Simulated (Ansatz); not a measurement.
# In2Te2O: one candidate of a structure search

Where does this trial cell of In2Te2O go when cell and atoms are let free?

Method: DFT PBE, scalar-relativistic, plane waves, PAW, in Ansatz 0.2.0.

## (1) The system as given

Symmetry: P6/mmm, No. 191, hexagonal system. The conventional cell has a = 4.893 Å, b = 4.893 Å, c = 6.835 Å, α = 90.00°, β = 90.00°, γ = 120.00°. In (site symmetry -6m2) is surrounded by 3 In at 2.82 Å. Around Te (site symmetry -6m2) lie 3 Te at 2.82 Å and 3 O at 2.82 Å. Around O (site symmetry 6/mmm) lie 6 Te at 2.82 Å.

Coordinates:

```cif
data_structure
_symmetry_space_group_name_H-M 'P 1'
_symmetry_Int_Tables_number 1
_cell_length_a 4.8926
_cell_length_b 4.8926
_cell_length_c 6.8353
_cell_angle_alpha 90.000
_cell_angle_beta 90.000
_cell_angle_gamma 120.000
_cell_volume 141.70
loop_
_atom_site_label
_atom_site_type_symbol
_atom_site_fract_x
_atom_site_fract_y
_atom_site_fract_z
_atom_site_occupancy
In1 In 0.33333 0.66667 0.50000 1
In2 In 0.66667 0.33333 0.50000 1
Te1 Te 0.33333 0.66667 0.00000 1
Te2 Te 0.66667 0.33333 0.00000 1
O1 O 0.00000 0.00000 0.00000 1
```

Recipe of the guess: random cell by space group and Wyckoff sites (P6/mmm, No. 191). The dimensions are guesses.

## (2) The guess as it stands, on a coarse mesh

input.yaml

```yaml
crystal:
  lattice:
    - [4.89264222, 0.0, 0.0]
    - [-2.44632111, 4.23715245, 0.0]
    - [0.0, 0.0, 6.83531436]
  atoms:
    - { symbol: In, position: [0.33333333, 0.66666667, 0.5] }
    - { symbol: In, position: [0.66666667, 0.33333333, 0.5] }
    - { symbol: Te, position: [0.33333333, 0.66666667, 0.0] }
    - { symbol: Te, position: [0.66666667, 0.33333333, 0.0] }
    - { symbol: O, position: [0.0, 0.0, 0.0] }
basis:
  ecutwfc: 420
kpoints:
  mp_grid: { grid: [6, 6, 4] }
hamiltonian:
  xc: pbe
scf:
  occupations: { method: gaussian, width: 0.1 }
  lower_state_search: "off"
output:
  forces: true
  stress: true
  eigenvalues: true
```

On the command line:

```
$ ansatz run input.yaml --threads 1 --pin off --max-ram 2560MiB --backend cpu --events-out ev --progress --plain --runs-dir out
```

The program printed, cut to the lines that bear on the results:

```text
[...]
SCF converged after 9 iterations
Free energy (F): -25719.184342 eV
[...]
E sigma→0 (E₀):  -25719.174550 eV
Entropy (-TS):   -0.019585 eV (-3.917 meV/atom)
Fermi energy:    7.457232 eV
[...]
--- Forces (eV/Å), atoms counted from 1 ---
  atom   1  In     0.00000000    -0.00000000     0.00000000
  atom   2  In     0.00000000     0.00000000     0.00000000
  atom   3  Te     0.00000000     0.00000000     0.00000000
  atom   4  Te     0.00000000    -0.00000000     0.00000000
  atom   5  O     -0.00000000     0.00000000     0.00000000
[...]
--- Stress (GPa, compression-positive) ---
        2.240623      -0.000000       0.000000
       -0.000000       2.240623       0.000000
        0.000000       0.000000      -3.092837
  P = ⅓ Tr σ = 0.4628 GPa (4.628 kbar)
--- Band table (eV; the first three rows and the last of 21) ---
[...]
```

Run time: 13 s. Hardware: 1 thread of AMD EPYC (Zen 3), shared host; peak memory 0.46 GiB.

The probe gives pressure 0.5 GPa, largest force 0.00 eV/Å, gap on this mesh none (metal). A cheap, loose relaxation comes first.

## (3) A loose first relaxation

Edit input.yaml of step 2 so:

```diff
@@ -24 +24,6 @@
   eigenvalues: true
+relax:
+  adjacent_minimum: "off"
+  f_tol: 0.04
+  max_steps: 70
+  cell: { stress_tol: 0.4 }
```

On the command line:

```
$ ansatz run input.yaml --threads 1 --pin off --max-ram 2560MiB --backend cpu --events-out ev --progress --plain --runs-dir out
```

The program printed, cut to the lines that bear on the results:

```text
Warning: RAYON_NUM_THREADS=1 ignored (pool sized by the plan → 1); use --threads N
[...]
Pseudopotentials: kind: paw
Pseudopotential: In, paw, valence charge 13, recommended cutoff 420 eV (normal), In.paw.azcp
Pseudopotential: Te, paw, valence charge 16, recommended cutoff 420 eV (normal), Te.paw.azcp
Pseudopotential: O, paw, valence charge 6, recommended cutoff 420 eV (normal), O.paw.azcp
Functional definition: PBE
[...]
Crystal: 5 atoms, lattice volume = 141.702 Å³
Basis set: ecut = 420 eV, 2777 PW (Γ), exchange–correlation on 72×72×96 points (8 copies of the dense FFT grid, shifted against one another)
Bands: 39, of which v1, the nominal top of the filled ones, is band 32 counted from 1 (31 counted from 0)
Symmetry: 24 space group operations
Space group: P6/mmm (ITA 191), of the structure as read, at distance tolerance 5.2e-5 Å
k-points: 21 of 144
[...]
        0.000000       0.000000      -0.016524
  P = ⅓ Tr σ = -0.0927 GPa (-0.927 kbar)
--- Band table (eV; the first three rows and the last of 21) ---
[...]
--- Relaxed structure (3 steps of the walk, 3 accepted, 1 SCFs on fresh bases) ---
  F+E_penalty+E_count = -25719.28089097 eV   max|allowed force component| = 2.887e-16 eV/Å   (the final SCF, on the basis selected at the relaxed cell)
  cell:  # Å, volume = 139.0266 Å³
    - [4.96259012073793, -6.024726581423104e-34, -6.777817404100993e-35]
    - [-2.481295060368965, 4.2977291131287325, 8.932572864316267e-35]
    - [-9.46901706096709e-35, 8.942960557580029e-35, 6.518540754050345]
  atoms:
    - { symbol: In, position: [0.33333333333333326, 0.6666666666666665, 0.5] }
    - { symbol: In, position: [0.6666666666666665, 0.33333333333333326, 0.5] }
    - { symbol: Te, position: [0.33333333333333326, 0.6666666666666665, -2.0045735325691467e-51] }
    - { symbol: Te, position: [0.6666666666666665, 0.33333333333333326, -6.681911775230489e-52] }
    - { symbol: O, position: [4.1509630538683895e-34, 1.6363224779415423e-34, -2.5737787947340145e-85] }
```

It took 68 s on 1 thread of AMD EPYC (Zen 3), shared host; peak memory 0.48 GiB.

The steps of the relaxation:

```csv
step,energy from step 1 (eV/cell),largest force component (eV/Å),pressure (GPa),volume (Å³)
1,0.0000,0.0000,0.46,141.70
2,-0.0879,0.0000,-0.74,140.79
3,-0.0976,0.0000,-0.08,139.03
4,-0.0965,0.0000,-0.09,139.03
```

Step 1 is the start. Step 4 repeats the geometry before it on a plane-wave basis chosen anew for that cell, so its energy need not be comparable with the rows above.

|  | before | after | change |
| --- | --- | --- | --- |
| a (Å) | 4.893 | 4.963 | +1.4 % |
| b (Å) | 4.893 | 4.963 | +1.4 % |
| c (Å) | 6.835 | 6.519 | -4.6 % |
| volume (Å³/atom) | 28.34 | 27.81 | -1.9 % |
| shortest distance (Å) | 2.825 | 2.865 | +1.4 % |
| space group (0.01 Å) | P6/mmm | P6/mmm | same |

The run keeps the 24 symmetry operations of the start, so it could not have lowered the symmetry.

## (4) Full relaxation

The end of the coarse run is made exact in the group found at a tolerance of 0.06 Å and reduced to its primitive cell.

input.yaml

```yaml
crystal:
  lattice:
    - [4.9625901207, 0.0, 0.0]
    - [-2.4812950604, 4.2977291131, 0.0]
    - [0.0, 0.0, 6.5185407541]
  atoms:
    - { symbol: In, position: [0.3333333333, 0.6666666667, 0.5] }
    - { symbol: In, position: [0.6666666667, 0.3333333333, 0.5] }
    - { symbol: Te, position: [0.3333333333, 0.6666666667, 0.0] }
    - { symbol: Te, position: [0.6666666667, 0.3333333333, 0.0] }
    - { symbol: O, position: [0.0, 0.0, 0.0] }
basis:
  ecutwfc: 420
kpoints:
  mp_grid: { grid: [12, 12, 6] }
hamiltonian:
  xc: pbe
scf:
  occupations: { method: gaussian, width: 0.1 }
output:
  forces: true
  stress: true
  eigenvalues: true
  write_density: true
  write_potential: true
  elf: true
  volumetric_format: npy
relax:
  adjacent_minimum: "off"
  f_tol: 0.01
  max_steps: 80
  cell: { stress_tol: 0.05 }
```

On the command line:

```
$ ansatz run input.yaml --threads 1 --pin off --max-ram 2560MiB --backend cpu --events-out ev --progress --plain --runs-dir out
```

The program printed, cut to the lines that bear on the results:

```text
Warning: RAYON_NUM_THREADS=1 ignored (pool sized by the plan → 1); use --threads N
[...]
[... 5 set-up lines as earlier in the session ...]
[...]
Crystal: 5 atoms, lattice volume = 139.027 Å³
Basis set: ecut = 420 eV, 2703 PW (Γ), exchange–correlation on 72×72×90 points (8 copies of the dense FFT grid, shifted against one another)
Bands: 39, of which v1, the nominal top of the filled ones, is band 32 counted from 1 (31 counted from 0)
[... 2 set-up lines as earlier in the session ...]
k-points: 76 of 864
[...]
       -0.000000       0.000000      -0.006075
  P = ⅓ Tr σ = 0.0046 GPa (0.046 kbar)
--- Band table (eV; the first three rows and the last of 76) ---
[...]
--- Relaxed structure (3 steps of the walk, 3 accepted, 1 SCFs on fresh bases) ---
  F+E_penalty+E_count = -25719.28034745 eV   max|allowed force component| = 1.762e-16 eV/Å   (the final SCF, on the basis selected at the relaxed cell)
  cell:  # Å, volume = 138.5470 Å³
    - [4.972387223322568, 2.8924607318208548e-11, 4.956932521343306e-19]
    - [-2.486193611686333, 4.306213652836048, -2.478466260696619e-19]
    - [6.511109293694144e-19, 8.481896559133743e-34, 6.470483791890853]
  atoms:
    - { symbol: In, position: [0.3333333333333332, 0.6666666666666665, 0.49999999999999994] }
    - { symbol: In, position: [0.6666666666666665, 0.33333333333333326, 0.49999999999999994] }
    - { symbol: Te, position: [0.3333333333333332, 0.6666666666666665, -2.219584274160846e-35] }
    - { symbol: Te, position: [0.6666666666666665, 0.33333333333333326, 1.8055593228630336e-35] }
    - { symbol: O, position: [2.636223373024266e-34, 5.377528160518279e-35, 2.3182538441796384e-69] }
```

Run time: 3.3 min. Hardware: 1 thread of AMD EPYC (Zen 3), shared host; peak memory 0.64 GiB.

The steps of the relaxation:

| step | E - E(step 1) (eV/cell) | largest force component (eV/Å) | pressure (GPa) | volume (Å³) |
| --- | --- | --- | --- | --- |
| 1 | 0.0000 | 0.0000 | 0.01 | 139.03 |
| 2 | -0.0023 | 0.0000 | -0.09 | 138.74 |
| 3 | -0.0027 | 0.0000 | 0.01 | 138.55 |
| 4 | -0.0022 | 0.0000 | 0.00 | 138.55 |

Step 1 is the start. Step 4 repeats the geometry before it on a plane-wave basis chosen anew for that cell, so its energy need not be comparable with the rows above.

|  | before | after | change |
| --- | --- | --- | --- |
| a (Å) | 4.963 | 4.972 | +0.2 % |
| b (Å) | 4.963 | 4.972 | +0.2 % |
| c (Å) | 6.519 | 6.470 | -0.7 % |
| volume (Å³/atom) | 27.81 | 27.71 | -0.3 % |
| shortest distance (Å) | 2.865 | 2.871 | +0.2 % |
| space group (0.01 Å) | P6/mmm | P6/mmm | same |

The run keeps the 24 symmetry operations of the start, so it could not have lowered the symmetry.

Density in a lattice plane of the grid's cell (edges 4.97 and 4.97 Å, at 0.000 of the third edge), which holds Te and O.

Ten even steps from '0' (0.14 e/Å³) to '9' (16.11 e/Å³):
```
321000000000000000000123
100000000000000000000112
000000000000000000000000
000000001221000000000000
000000135653100000000000
000001369863100000000000
000002599841000000000000
000013676410000000000000
000012332100000000000000
000000110000000001100000
000000000000000123321000
000000000000001467631000
000000000000014899520000
000000000000136896310000
000000000000135653100000
000000000000012210000000
000000000000000000000000
121100000000000000000000
332100000000000000000012
432000000000000000000023
```
Columns run along the first of these edges and rows up along the second, over one cell in 24 and 20 even steps from the bottom left corner. Atoms in the plane (fractional): Te at (0.33, 0.67), Te at (0.67, 0.33), O at (0.00, 0.00).

ELF in the same plane.

Ten even steps from '0' (0.01) to '9' (0.79):
```
689852124566665421369986
998532345666655422379999
975223455555555322368999
531234553223455321357787
212355421002455421223433
224554201002455421112211
345552001013555433333333
566542000135666555444455
676543112456666655555566
776554445567776554445567
666555555666665421134567
555444455566653100024566
333333333455531010025554
211221112455420010245542
233432212455420012455321
578775312355432235543213
999986322355555555432257
999997322455666654323589
668996312456666542125898
359984213467776431248995
```
Columns run along the first of these edges and rows up along the second, over one cell in 24 and 20 even steps from the bottom left corner. Atoms in the plane (fractional): Te at (0.33, 0.67), Te at (0.67, 0.33), O at (0.00, 0.00).

Both are smooth fields of the valence electrons: close to the nuclei they are not physical.

Outside the cores ELF peaks at 0.88 beside O, off the lines to its neighbours, 0.6 Å from O; 0.73 on the Te–In line, 1.2 Å from Te; 0.57 on the Te–Te line, 1.4 Å from Te.

## (5) Results

```
                                                              quantity                                                                       value
                                symmetry at the end (tolerance 0.05 Å)                                                space group P6/mmm (No. 191)
                                                     conventional cell  a = 4.972 Å, b = 4.972 Å, c = 6.470 Å, α = 90.00°, β = 90.00°, γ = 120.00°
                                                                volume                                                               27.71 Å³/atom
energy over the elements (uncorrected; H, N, O, F and Cl as molecules)                                                               +0.26 eV/atom
                                                       gap on the mesh                                                                none (metal)
```

In words: The space group P6/mmm (No. 191) is kept, and the volume per atom shrinks by 2.2 % from the first guess. The formation energy is positive, so the separate elements lie lower. No finished test with a distortion of lower symmetry is shown, so the end may be a saddle point. The runs treat Te without spin-orbit coupling.
